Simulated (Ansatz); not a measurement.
# TiCl+ (singlet): from Hartree-Fock to the top rungs, def2-TZVPP

An exercise on one series of results from a longer session: the logs are not shown, and one member is left open.

Program: Ansatz 0.2.0, Gaussian basis. Level of theory: def2-TZVPP, core rule «outside noble gas», up to 14 orbitals frozen. These are calculated values, not measurements.

To be run: UHF; CCSD(T) on RHF; CCSD(T) on UHF; CCSDT(Q) on RHF; CCSDT(Q) on UHF.

7 further runs of the same task are left out: 4 for a known fault of the program, 3 set aside as unsound or not needed.

## The geometry

The geometry is a PBE0/def2-TZVP stationary point (not a proven minimum).

2 atoms, charge 1, spin multiplicity 1.

Atoms are counted from 1 here; the program's logs count them from 0.

Bond lengths: Ti1–Cl2 2.134 Å.

Geometry (Å):

```csv
atom,x (Å),y (Å),z (Å)
Ti1,0.0000,0.0000,0.0000
Cl2,0.0000,0.0000,2.1342
```

The first run:

in.yaml reads:

```yaml
crystal:
  periodic: [false, false, false]
  atoms:
    - {symbol: Ti, position_ang: [0.000000, 0.000000, 0.000000]}
    - {symbol: Cl, position_ang: [0.000000, 0.000000, 2.134200]}
basis:
  gaussian: {orbitals: def2-TZVPP}
total_charge: 1
magnetization: {spin_polarized: true, initial_magnetization: 0}
hamiltonian: {xc: hf}
output: {orbitals: {seedname: orbitals}}
```

The run is started by

```sh
ansatz run in.yaml --threads 1 --pin off --events-out ev --progress --plain --max-ram 4096MiB --backend cpu
```

Steps of the session up to this table: UHF; CCSD(T) on RHF; CCSD(T) on UHF; CCSDT(Q) on RHF; CCSDT(Q) on UHF.

One table of the session follows, with a row left open; its other results are not shown here.

It belongs to the step «Misses and costs». 

| method | from RCCSDT(Q) (meV) |
| --- | --- |
| RHF | +7862.8 |
| UHF | +6785.1 |
| RMP2 | +1379.0 |
| UMP2 | +582.7 |
| RCCSD | +551.8 |
| UCCSD | -242.4 |
| RCCSD(T) | +139.6 |
| UCCSD(T) | -629.3 |
| RCCSDT | ? |
| UCCSDT | -698.0 |
| RCCSDT(Q) | 0 |
| UCCSDT(Q) | -736.3 |

Estimate the missing values for RCCSDT.

**Answer.** from RCCSDT(Q) (meV): +57.3. In the column «from RCCSDT(Q) (meV)» it lies between RCCSDT(Q) (0) and RCCSD(T) (+139.6).

The program flags UCCSD(T), UCCSDT(Q) as in doubt (see the logs), so those rows may rest on another solution; read them beside their warnings.

Limits of these values: The determinant is far from a pure spin state, so its energy mixes those of several spin states (harmless only where they are near-degenerate, as at dissociation). The program flags UCCSD(T), UCCSDT(Q) as in doubt, so those rows may rest on another solution; read them beside their warnings. Warnings: restricted reference is unstable; spin contamination; large T1 diagnostic. Restricted and unrestricted rows rest on different reference determinants; where their highest levels disagree by more than a few hundredths of an eV, they describe different states and don't form one ladder.
